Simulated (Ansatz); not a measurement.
Working through an equation of state with a fit of HfMg3, space group I4/mmm

Program: Ansatz 0.2.0, Python API.

The cells in order, each with its output:

In [1]:
```python
import warnings

import ansatz as az
import numpy as np
from pymatgen.analysis.eos import EOS
```

In [2]:
```python
FUNCTIONAL = "pbe"
SMEARING = "cold"
SMEARING_WIDTH = 0.1
CUTOFF_EV = 500
KGRID = (7, 7, 7)
```

In [3]:
```python
vectors0 = np.array([
    [-2.226353, 2.226353, 4.48462],
    [2.226353, -2.226353, 4.48462],
    [2.226353, 2.226353, -4.48462],
])
sites = [
    ("Mg", (0.5, 0.5, 0.0)),
    ("Mg", (0.25, 0.75, 0.5)),
    ("Mg", (0.75, 0.25, 0.5)),
    ("Hf", (0.0, 0.0, 0.0)),
]
```

In [4]:
```python
def make_crystal(cell):
    crystal = az.Crystal(lattice=az.Lattice.of(cell))
    for symbol, position in sites:
        crystal = crystal.atom(symbol, position)
    return crystal
```

In [5]:
```python
warnings.simplefilter("ignore", az.DeckWarning)
```

In [6]:
```python
volumes, energies, pressures = [], [], []
for scale in np.linspace(0.94, 1.06, 7):
    cell = vectors0 * scale ** (1 / 3)
    job = (
        make_crystal(cell).calculation()
        .functional(FUNCTIONAL)
        .occupations(SMEARING, width=SMEARING_WIDTH)
        .basis(CUTOFF_EV)
        .kpoints(*KGRID)
        .stress()
    )
    r = job.run(threads=1).report
    volumes.append(abs(np.linalg.det(cell)) / len(sites))
    energies.append(r["free_energy_ev"] / len(sites))
    pressures.append(np.trace(r["stress_gpa"]) / 3)
    print(f"V = {volumes[-1]:8.4f} A^3/atom  F = {energies[-1]:.5f} eV/atom  P = {pressures[-1]:8.3f} GPa")

for form in ["birch_murnaghan"]:
    fit = EOS(eos_name=form).fit(volumes, energies)
    print(f"{form:18s} V0 {fit.v0:8.4f} A^3/atom  B0 {fit.b0_GPa:7.1f} GPa  B1 {fit.b1:5.2f}")
```
```text
V =  20.8950 A^3/atom  F = -5372.93043 eV/atom  P =    3.608 GPa
V =  21.3395 A^3/atom  F = -5372.93856 eV/atom  P =    2.272 GPa
V =  21.7841 A^3/atom  F = -5372.94315 eV/atom  P =    1.060 GPa
V =  22.2287 A^3/atom  F = -5372.94454 eV/atom  P =   -0.040 GPa
V =  22.6733 A^3/atom  F = -5372.94302 eV/atom  P =   -1.038 GPa
V =  23.1178 A^3/atom  F = -5372.93887 eV/atom  P =   -1.944 GPa
V =  23.5624 A^3/atom  F = -5372.93231 eV/atom  P =   -2.768 GPa
birch_murnaghan    V0  22.2116 A^3/atom  B0    52.5 GPa  B1  3.85
```

A third-order Birch-Murnaghan fit through the 7 points has its minimum at 22.21 Å³ an atom, 0.1 % below the typed cell, with a bulk modulus of 53 GPa and dB/dP = 3.8. From that minimum the energy rises by 14.1 meV an atom on the compressed side and 12.2 meV on the expanded side.

Total energies depend on the potentials; only differences at equal settings carry meaning. Shape and fractional positions are held along the curve, so the bulk modulus is an upper value where they are free to relax. The mesh is modest for a metal, so energies can be off by several to tens of meV an atom and pressures by half a GPa or more; differences at equal mesh fare better. Pressure is positive in compression. Spin-orbit coupling, which matters for elements this heavy, is left out. The structure comes from a database of computed cells and needn't be a stable or known phase. Timing: 58 s on 1 thread of Arm Neoverse V1, with other jobs on the host, peak memory 0.48 GiB.
